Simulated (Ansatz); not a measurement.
# CH9NO2Si2: a ladder of functionals and wavefunction methods

How much do the methods differ for CH9NO2Si2? The plan is to run it at one geometry with functionals of several rungs and with coupled cluster. The yardstick is the atomisation energy at the CCSD(T) limit.

Program: Ansatz 0.2.0, Gaussian basis. Level of theory: functionals in def2-TZVPP, the program's frozen cores in correlated methods. These are calculated values, not measurements.

Levels to be run: PBE-D4, r2SCAN-D4, PBE0-D4, B3LYP-D4, ωB97X-V, ωB97M-V, B2PLYP; CCSD(T)/def2-TZVPP; MP2/def2-QZVPP; extrapolation to the limit.

## (1) The relaxed structure

All runs share one geometry, relaxed beforehand with PBE0-D4 in a triple-zeta def2 set.

SMILES `CO[SiH2]N[SiH2]O`, 15 atoms, charge 0, spin multiplicity 1.

Atoms are counted from 1 here; the program's logs count them from 0.

Bond lengths: C1–O2 1.412 Å, C1–H7 1.091 Å, C1–H8 1.096 Å, C1–H9 1.096 Å, O2–Si3 1.654 Å, Si3–N4 1.718 Å, Si3–H10 1.477 Å, Si3–H11 1.488 Å, N4–Si5 1.729 Å, N4–H12 1.009 Å, Si5–O6 1.640 Å, Si5–H13 1.490 Å, Si5–H14 1.483 Å, O6–H15 0.963 Å. Angles: O2–C1–H7 108.4°, O2–C1–H8 111.3°, O2–C1–H9 111.6°, H7–C1–H8 108.5°, H7–C1–H9 108.6°, H8–C1–H9 108.5°, C1–O2–Si3 121.6°, O2–Si3–N4 111.1°, O2–Si3–H10 103.3°, O2–Si3–H11 110.3°, N4–Si3–H10 112.4°, N4–Si3–H11 107.2°, H10–Si3–H11 112.6°, Si3–N4–Si5 123.7°, Si3–N4–H12 117.1°, Si5–N4–H12 118.0°, N4–Si5–O6 107.3°, N4–Si5–H13 108.0° and more.

## (2) PBE-D4 (GGA)

Input file in.yaml:

```yaml
crystal:
  periodic: [false, false, false]
  atoms:
    - {symbol: C, position_ang: [-0.311675, -1.825296, -1.178164]}
    - {symbol: O, position_ang: [-1.127121, -0.810353, -0.632207]}
    - {symbol: Si, position_ang: [-0.781727, 0.792019, -0.852239]}
    - {symbol: N, position_ang: [0.648692, 1.238096, -0.011896]}
    - {symbol: Si, position_ang: [0.892065, 0.967708, 1.678805]}
    - {symbol: O, position_ang: [-0.332861, 0.011538, 2.202343]}
    - {symbol: H, position_ang: [-0.745192, -2.791844, -0.917150]}
    - {symbol: H, position_ang: [-0.261907, -1.750514, -2.270066]}
    - {symbol: H, position_ang: [0.708769, -1.780081, -0.780157]}
    - {symbol: H, position_ang: [-1.980867, 1.474143, -0.324463]}
    - {symbol: H, position_ang: [-0.550697, 1.075837, -2.294214]}
    - {symbol: H, position_ang: [1.448905, 1.495075, -0.570118]}
    - {symbol: H, position_ang: [2.240453, 0.359298, 1.858257]}
    - {symbol: H, position_ang: [0.814671, 2.198000, 2.502626]}
    - {symbol: H, position_ang: [-0.661530, -0.653637, 1.588642]}
basis:
  gaussian: {orbitals: def2-TZVPP}
hamiltonian: {xc: pbe, dispersion: d4}
output: {forces: true, orbitals: {seedname: orbitals}}
```

The run is started by

```sh
$ ansatz run in.yaml --threads 2 --pin off --events-out ev --progress --plain --max-ram 32768MiB --backend cuda --devices 0, --max-vram 18GiB
```

Further steps of the session: r2SCAN-D4 (meta-GGA); PBE0-D4 (hybrid); B3LYP-D4 (hybrid); ωB97X-V (range-separated); ωB97M-V (range-separated); B2PLYP (double hybrid); CCSD(T) in def2-TZVPP; MP2 in def2-QZVPP.

**Question.** What will the summary of the whole plan be? Wanted: atomisation energy, CCSD(T)/CBS; farthest; mean size of error, hybrid; mean size of error, range-separated; gap, smallest and largest; T1 diagnostic; triples share of the correlation energy.

As calculated:

```
                               quantity                                 value
        atomisation energy, CCSD(T)/CBS                             56.970 eV
    functionals within 0.285 eV (0.5 %)    PBE-D4, B3LYP-D4, ωB97X-V, ωB97M-V
                               farthest                    B2PLYP (-0.853 eV)
             mean size of error, hybrid                              0.493 eV
    mean size of error, range-separated                              0.042 eV
              gap, smallest and largest  5.99 eV (PBE-D4), 12.61 eV (ωB97X-V)
                          T1 diagnostic                                0.0114
triples share of the correlation energy                                 3.5 %
```

**Reading.** PBE-D4 misses by +0.119 eV. Double hybrids carry the basis error of their MP2 part in triple zeta, and no dispersion term here, so their miss is partly the set-up's. The reference freezes the cores and leaves out relativity and excitations past (T), so misses under about 0.285 eV can't be ranked. Hartree-Fock recovers 72 % of the binding; the rest is correlation. Orbital gaps span 6.0 to 12.6 eV; exact exchange widens them.
